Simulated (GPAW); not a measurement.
The system is Ir3Rh.

```xyz
4
Lattice="3.8403 0.0000 0.0000 0.0000 3.8403 0.0000 0.0000 0.0000 3.8403" Properties=species:S:1:pos:R:3 pbc="T T T"
Ir    1.9202    1.9202    0.0000
Ir    0.0000    1.9202    1.9202
Ir    1.9202    0.0000    1.9202
Rh    0.0000    0.0000    0.0000
```

The cell comes from a database or a generator and needn't be the stable form of this composition.

| Quantity | Value |
| --- | --- |
| Program | GPAW 26.7.0 |
| Task | relaxation of cell and atoms |
| Functional | PBEsol |
| Potentials or basis | PAW data sets generated in the run's folder for this functional |
| Cutoff | 600 eV |
| Basis | pw |
| k mesh | 6 × 6 × 6 |
| Occupations | fermi-dirac, width 0.05 eV |
| Spin | no spin polarisation |

At the start: pressure -6.8 GPa; volume 14.16 Å³/atom.

Where does the relaxation end?

Over 3 steps the energy falls by 5.8 meV/atom and the volume is 13.88 Å³/atom (-2.0 %); space group Pm-3m (No. 221, to 0.05 Å).

The path:
| step | energy change (eV) | largest force (eV/Å) | pressure (GPa) | volume (Å³) |
| --- | --- | --- | --- | --- |
| 1 | 0.0000 | 0.0000 | -6.82 | 56.64 |
| 2 | -0.0129 | 0.0000 | -4.66 | 56.27 |
| 3 | -0.0233 | 0.0000 | 0.15 | 55.51 |

Final structure:
```
CELL_PARAMETERS angstrom
3.81469 0.00000 0.00000
0.00000 3.81469 0.00000
0.00000 0.00000 3.81469
ATOMIC_POSITIONS crystal
Ir 0.50000 0.50000 0.00000
Ir 0.00000 0.50000 0.50000
Ir 0.50000 0.00000 0.50000
Rh 0.00000 0.00000 0.00000
```

Caveat: later steps reuse the first step's grids.
